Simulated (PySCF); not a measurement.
# SnH: from the state search to spectroscopic constants, part 2 of 2

PySCF 2.14.0; Sn cc-pVTZ-PP with ECP28, H cc-pVTZ; scalar-relativistic core potentials. The steps go on from the part before.

### 8 B2PLYP

Log of the SCF at 1.784 Å:

```text
[... 13 set-up lines left out, the same as in an earlier log ...]
max_memory 909 MB (current use 308 MB)
[... 3 set-up lines left out, the same as in an earlier log ...]
XC functionals = 0.53*HF + 0.47*B88, 0.73*LYP
    A. D. Becke.,  Phys. Rev. A 38, 3098 (1988)
    C. Lee, W. Yang, and R. G. Parr.,  Phys. Rev. B 37, 785 (1988)
    B. Miehlich, A. Savin, H. Stoll, and H. Preuss.,  Chem. Phys. Lett. 157, 200 (1989)
[... 2 set-up lines left out, the same as in an earlier log ...]
init E= -214.547607310743
cycle= 1 E= -214.54857834106  delta_E= -0.000971  |g|= 0.00827  |ddm|= 0.117
cycle= 2 E= -214.548608152729  delta_E= -2.98e-05  |g|= 0.00313  |ddm|= 0.0241
cycle= 3 E= -214.548612023904  delta_E= -3.87e-06  |g|= 0.000761  |ddm|= 0.0056
cycle= 4 E= -214.548612591035  delta_E= -5.67e-07  |g|= 0.000197  |ddm|= 0.00258
cycle= 5 E= -214.548612702954  delta_E= -1.12e-07  |g|= 0.0001  |ddm|= 0.00111
cycle= 6 E= -214.548612740542  delta_E= -3.76e-08  |g|= 4.71e-05  |ddm|= 0.000699
cycle= 7 E= -214.5486127493  delta_E= -8.76e-09  |g|= 1.27e-05  |ddm|= 0.000422
cycle= 8 E= -214.548612749831  delta_E= -5.31e-10  |g|= 1.47e-06  |ddm|= 0.000123
Extra cycle  E= -214.548612749834  delta_E= -2.96e-12  |g|= 5.49e-07  |ddm|= 6.9e-06
converged SCF energy = -214.548612749834  <S^2> = 0.75534742  2S+1 = 2.0053403
```

Re = 1.777 Å, ωe = 1730 cm⁻¹, ωexe = 25.9 cm⁻¹, αe = 0.133 cm⁻¹, Be = 5.339 cm⁻¹, De = 2.67 eV, μ = -0.52 D. 3.6 s of CPU time for 12 points, integrals apart.

### 9 TPSSh (hybrid meta-GGA)

The SCF at the reference distance, 1.784 Å, printed:

```text
[... 17 set-up lines left out, the same as in an earlier log ...]
XC functionals = TPSSH
    V. N. Staroverov, G. E. Scuseria, J. Tao, and J. P. Perdew.,  J. Chem. Phys. 119, 12129 (2003)
[... 2 set-up lines left out, the same as in an earlier log ...]
init E= -214.776040140823
cycle= 1 E= -214.776277191813  delta_E= -0.000237  |g|= 0.0161  |ddm|= 0.0747
cycle= 2 E= -214.776288085208  delta_E= -1.09e-05  |g|= 0.0144  |ddm|= 0.0517
cycle= 3 E= -214.776374549184  delta_E= -8.65e-05  |g|= 0.000632  |ddm|= 0.0266
cycle= 4 E= -214.776374885619  delta_E= -3.36e-07  |g|= 0.000166  |ddm|= 0.00182
cycle= 5 E= -214.776374910981  delta_E= -2.54e-08  |g|= 2.99e-05  |ddm|= 0.000463
cycle= 6 E= -214.776374912368  delta_E= -1.39e-09  |g|= 8.64e-06  |ddm|= 0.000131
cycle= 7 E= -214.776374912567  delta_E= -1.99e-10  |g|= 2.71e-06  |ddm|= 6.06e-05
Extra cycle  E= -214.776374912581  delta_E= -1.37e-11  |g|= 2e-06  |ddm|= 1.51e-05
converged SCF energy = -214.776374912581  <S^2> = 0.75349509  2S+1 = 2.003492
```

Re = 1.785 Å, ωe = 1706 cm⁻¹, ωexe = 25.8 cm⁻¹, αe = 0.135 cm⁻¹, Be = 5.296 cm⁻¹, De = 2.78 eV, μ = -0.55 D.

### 10 r²SCAN0 (hybrid meta-GGA)

Output of the SCF at 1.784 Å:

```text
[... 17 set-up lines left out, the same as in an earlier log ...]
XC functionals = HYB_MGGA_XC_R2SCAN0
    M. Bursch, H. Neugebauer, S. Ehlert, and S. Grimme.,  J. Chem. Phys. 156, 134105 (2022)
[... 2 set-up lines left out, the same as in an earlier log ...]
init E= -214.900917792633
cycle= 1 E= -214.901151379656  delta_E= -0.000234  |g|= 0.00814  |ddm|= 0.0644
cycle= 2 E= -214.901168328382  delta_E= -1.69e-05  |g|= 0.00558  |ddm|= 0.0239
cycle= 3 E= -214.901179105497  delta_E= -1.08e-05  |g|= 0.000453  |ddm|= 0.00945
cycle= 4 E= -214.90117940367  delta_E= -2.98e-07  |g|= 0.000134  |ddm|= 0.00262
cycle= 5 E= -214.901179427099  delta_E= -2.34e-08  |g|= 4.12e-05  |ddm|= 0.000656
cycle= 6 E= -214.90117942933  delta_E= -2.23e-09  |g|= 1.13e-05  |ddm|= 0.000159
cycle= 7 E= -214.901179429706  delta_E= -3.76e-10  |g|= 4.28e-06  |ddm|= 8.15e-05
Extra cycle  E= -214.901179429764  delta_E= -5.83e-11  |g|= 2.59e-06  |ddm|= 2.38e-05
converged SCF energy = -214.901179429764  <S^2> = 0.75672787  2S+1 = 2.0067166
```

Re = 1.771 Å, ωe = 1750 cm⁻¹, ωexe = 25.7 cm⁻¹, αe = 0.134 cm⁻¹, Be = 5.380 cm⁻¹, De = 2.62 eV, μ = -0.46 D. 5.6 s of CPU time for 12 points, integrals apart.

### 11 UHF (mean field)

The SCF at the reference distance, 1.784 Å, printed:

```text
******** <class 'pyscf.scf.uhf_symm.SymAdaptedUHF'> ********
method = SymAdaptedUHF
[... 11 set-up lines left out, the same as in an earlier log ...]
max_memory 909 MB (current use 309 MB)
[... 1 set-up line left out, the same as in an earlier log ...]
Overwritten attributes  get_jk get_j get_k get_hcore get_occ  of <class 'pyscf.scf.uhf_symm.SymAdaptedUHF'>
<class 'pyscf.scf.uhf_symm.SymAdaptedUHF'> does not have attributes  refdm
[... 1 set-up line left out, the same as in an earlier log ...]
init E= -213.895086068408
cycle= 1 E= -213.902719983112  delta_E= -0.00763  |g|= 0.0252  |ddm|=  0.3
cycle= 2 E= -213.903325115067  delta_E= -0.000605  |g|= 0.00811  |ddm|= 0.0876
cycle= 3 E= -213.903407505733  delta_E= -8.24e-05  |g|= 0.00308  |ddm|= 0.0258
cycle= 4 E= -213.903420651025  delta_E= -1.31e-05  |g|= 0.00103  |ddm|= 0.012
cycle= 5 E= -213.903424147905  delta_E= -3.5e-06  |g|= 0.000385  |ddm|= 0.00755
cycle= 6 E= -213.903424822221  delta_E= -6.74e-07  |g|= 0.000222  |ddm|= 0.00287
cycle= 7 E= -213.903425116381  delta_E= -2.94e-07  |g|= 8.3e-05  |ddm|= 0.00252
cycle= 8 E= -213.903425150378  delta_E= -3.4e-08  |g|= 1.92e-05  |ddm|= 0.000987
cycle= 9 E= -213.903425151427  delta_E= -1.05e-09  |g|= 5.42e-06  |ddm|= 0.000152
cycle= 10 E= -213.903425151503  delta_E= -7.68e-11  |g|= 1.31e-06  |ddm|= 2.97e-05
Extra cycle  E= -213.903425151507  delta_E= -4.06e-12  |g|= 7.06e-07  |ddm|= 5.64e-06
converged SCF energy = -213.903425151507  <S^2> = 0.76485288  2S+1 = 2.0147981
```

Re = 1.772 Å, ωe = 1792 cm⁻¹, ωexe = 25.1 cm⁻¹, αe = 0.128 cm⁻¹, Be = 5.372 cm⁻¹, De = 1.73 eV, μ = -0.36 D. 1.2 s of CPU time for 12 points, integrals apart.

### 12 Adding correlation

Reference: UHF; core orbitals frozen: 4; virtual orbitals above 20 hartree dropped in coupled cluster: 1. MP2 keeps all virtuals, so it differs from the MP2 energy in the coupled-cluster log.

Log of the coupled-cluster run at 1.784 Å:

```text
******** <class 'pyscf.cc.uccsd.UCCSD'> ********
CC2 = 0
CCSD nocc = (np.int64(8), np.int64(7)), nmo = (48, 48)
frozen orbitals [[0, 1, 2, 3, 52], [0, 1, 2, 3, 52]]
max_cycle = 80
direct = 0
conv_tol = 1e-07
conv_tol_normt = 1e-05
diis_space = 8
diis_start_cycle = 0
diis_start_energy_diff = 1e+09
max_memory 909 MB (current use 385 MB)
Init t2, MP2 energy = -0.131814916068549
Init E_corr(UCCSD) = -0.131814916069309
cycle = 1  E_corr(UCCSD) = -0.143344454461367  dE = -0.0115295384  norm(t1,t2) = 0.0624645
cycle = 2  E_corr(UCCSD) = -0.148483385217375  dE = -0.00513893076  norm(t1,t2) = 0.0242371
cycle = 3  E_corr(UCCSD) = -0.150921932766874  dE = -0.00243854755  norm(t1,t2) = 0.0117036
cycle = 4  E_corr(UCCSD) = -0.151098402033436  dE = -0.000176469267  norm(t1,t2) = 0.00222758
cycle = 5  E_corr(UCCSD) = -0.151006624871681  dE = 9.17771618e-05  norm(t1,t2) = 0.000756392
cycle = 6  E_corr(UCCSD) = -0.151012077941472  dE = -5.45306979e-06  norm(t1,t2) = 0.000196039
cycle = 7  E_corr(UCCSD) = -0.151012829693796  dE = -7.51752324e-07  norm(t1,t2) = 6.49198e-05
cycle = 8  E_corr(UCCSD) = -0.151012373470654  dE = 4.56223142e-07  norm(t1,t2) = 2.54785e-05
cycle = 9  E_corr(UCCSD) = -0.151012525781207  dE = -1.52310553e-07  norm(t1,t2) = 6.85603e-06
cycle = 10  E_corr(UCCSD) = -0.151012473384489  dE = 5.23967175e-08  norm(t1,t2) = 2.05152e-06
UCCSD converged
E(UCCSD) = -214.0544376248919  E_corr = -0.1510124733844893
UCCSD(T) correction = -0.00518045278409431
```

Correlation energy (eV) along the bond:

| R (Å) | MP2 | SCS-MP2 | CCSD | CCSD(T) | T1 |
| --- | --- | --- | --- | --- | --- |
| 1.534 | -3.641 | -3.602 | n/a | n/a | n/a |
| 1.606 | -3.620 | -3.586 | -4.120 | -4.258 | 0.012 |
| 1.677 | -3.604 | -3.575 | -4.112 | -4.251 | 0.012 |
| 1.730 | -3.595 | -3.570 | -4.110 | -4.250 | 0.012 |
| 1.784 | -3.588 | -3.566 | -4.109 | -4.250 | 0.012 |
| 1.837 | -3.582 | -3.563 | -4.110 | -4.253 | 0.012 |
| 1.909 | -3.575 | -3.561 | -4.114 | -4.259 | 0.012 |
| 1.998 | -3.568 | -3.560 | -4.122 | -4.270 | 0.013 |
| 2.105 | -3.562 | -3.560 | -4.136 | -4.288 | 0.014 |
| 2.248 | -3.530 | -3.523 | n/a | n/a | n/a |

UHF-MP2: Re = 1.761 Å, ωe = 1795 cm⁻¹, ωexe = 24.9 cm⁻¹, αe = 0.125 cm⁻¹, Be = 5.441 cm⁻¹, De = 2.46 eV.

UHF-SCS-MP2: Re = 1.766 Å, ωe = 1777 cm⁻¹, ωexe = 24.8 cm⁻¹, αe = 0.126 cm⁻¹, Be = 5.405 cm⁻¹, De = 2.58 eV.

UHF-CCSD: Re = 1.772 Å, ωe = 1744 cm⁻¹, ωexe = 27.0 cm⁻¹, αe = 0.132 cm⁻¹, Be = 5.371 cm⁻¹, De = 2.63 eV.

UHF-CCSD(T): Re = 1.774 Å, ωe = 1732 cm⁻¹, ωexe = 27.6 cm⁻¹, αe = 0.134 cm⁻¹, Be = 5.359 cm⁻¹, De = 2.66 eV.

### 13 The curves together

Energy (eV) from each level's lowest point:

| R (Å) | UHF | UHF-MP2 | UHF-SCS-MP2 | UHF-CCSD | UHF-CCSD(T) | PBE | r²SCAN | TPSSh | PBE0 | r²SCAN0 | B2PLYP |
| --- | --- | --- | --- | --- | --- | --- | --- | --- | --- | --- | --- |
| 1.534 | 0.463 | 0.409 | 0.427 | n/a | n/a | 0.512 | 0.462 | 0.478 | 0.470 | 0.438 | 0.456 |
| 1.606 | 0.204 | 0.172 | 0.184 | 0.193 | 0.196 | 0.247 | 0.210 | 0.220 | 0.215 | 0.192 | 0.205 |
| 1.677 | 0.060 | 0.043 | 0.051 | 0.057 | 0.059 | 0.089 | 0.067 | 0.072 | 0.069 | 0.055 | 0.063 |
| 1.730 | 0.010 | 0.003 | 0.006 | 0.009 | 0.011 | 0.026 | 0.015 | 0.017 | 0.016 | 0.009 | 0.013 |
| 1.784 | 0.000 | 0.000 | 0.000 | 0.000 | 0.000 | 0.000 | 0.000 | 0.000 | 0.000 | 0.000 | 0.000 |
| 1.837 | 0.022 | 0.029 | 0.025 | 0.021 | 0.020 | 0.005 | 0.016 | 0.014 | 0.015 | 0.022 | 0.018 |
| 1.909 | 0.092 | 0.105 | 0.097 | 0.087 | 0.084 | 0.048 | 0.074 | 0.070 | 0.073 | 0.089 | 0.080 |
| 1.998 | 0.227 | 0.246 | 0.232 | 0.214 | 0.207 | 0.148 | 0.191 | 0.186 | 0.191 | 0.217 | 0.202 |
| 2.105 | 0.435 | 0.461 | 0.441 | 0.408 | 0.397 | 0.311 | 0.375 | 0.369 | 0.377 | 0.416 | 0.394 |
| 2.248 | 0.752 | 0.810 | 0.794 | n/a | n/a | 0.573 | 0.662 | 0.657 | 0.669 | 0.722 | 0.691 |

The whole job (state search and all levels along the bond) took 1.2 min on 1 thread of Intel Xeon 6975P-C (shared host), peak memory 0.65 GiB.

### 14 Constants by level of theory

The summary covers parts 1 to 2.

Lowest PBE0 solution found, without spin–orbit coupling: ²Π (doublet), unpaired electrons π ↑. State 2 has its PBE0 minimum 1.90 eV higher. The other levels ran on the lowest alone.

| level | Re (Å) | ωe (cm⁻¹) | De (eV) | μ (D) |
| --- | --- | --- | --- | --- |
| UHF | 1.772 | 1792 | 1.73 | -0.36 |
| UHF-MP2 | 1.761 | 1795 | 2.46 | n/a |
| UHF-SCS-MP2 | 1.766 | 1777 | 2.58 | n/a |
| UHF-CCSD | 1.772 | 1744 | 2.63 | n/a |
| UHF-CCSD(T) | 1.774 | 1732 | 2.66 | n/a |
| PBE | 1.801 | 1639 | 2.64 | -0.61 |
| r²SCAN | 1.781 | 1705 | 2.66 | -0.51 |
| TPSSh | 1.785 | 1706 | 2.78 | -0.55 |
| PBE0 | 1.782 | 1712 | 2.59 | -0.51 |
| r²SCAN0 | 1.771 | 1750 | 2.62 | -0.46 |
| B2PLYP | 1.777 | 1730 | 2.67 | -0.52 |

De is counted to Sn + H in their ground configurations. A positive dipole means Sn(−)H(+).

Differences from CCSD(T) in the same basis:

| level | Re (mÅ) | ωe (%) |
| --- | --- | --- |
| UHF | -2 | +3.5 |
| UHF-MP2 | -13 | +3.7 |
| UHF-SCS-MP2 | -8 | +2.6 |
| UHF-CCSD | -2 | +0.7 |
| PBE | +27 | -5.3 |
| r²SCAN | +7 | -1.5 |
| TPSSh | +11 | -1.5 |
| PBE0 | +8 | -1.1 |
| r²SCAN0 | -3 | +1.1 |
| B2PLYP | +3 | -0.1 |

Time per point (s) on 1 thread of Intel Xeon 6975P-C, shared host (CPU time, shared integrals of 0.28 s apart; correlated levels include their reference; CCSD comes with the CCSD(T) run); the times are rough: UHF 0.1, UHF-MP2 0.16, UHF-SCS-MP2 0.16, PBE 0.31, r²SCAN 0.39, TPSSh 0.46, PBE0 0.61, r²SCAN0 0.47, B2PLYP 0.3; the reference 3.3.

The cheapest levels within 10 mÅ and 2.5 % of CCSD(T): B2PLYP (0.3 s), r²SCAN0 (0.47 s), r²SCAN (0.39 s). The dearest run takes 3.3 s.

What this shows: Against CCSD(T) in the same basis, the bond length is nearest at UHF and UHF-CCSD (-2 mÅ) and farthest at PBE (+27 mÅ); the wavenumber is nearest at B2PLYP (-0.1 %) and farthest at PBE (-5.3 %). PBE has the long and soft bond that GGAs tend to give. Among the levels with a De in the table, it runs from 1.73 eV (UHF) to 2.78 eV (TPSSh).

Correlated steps freeze 4 core orbitals. Spin–orbit coupling is left out, which matters for elements this heavy, above all for dissociation energies. B2PLYP dipoles, levels and charges come from its SCF part alone.
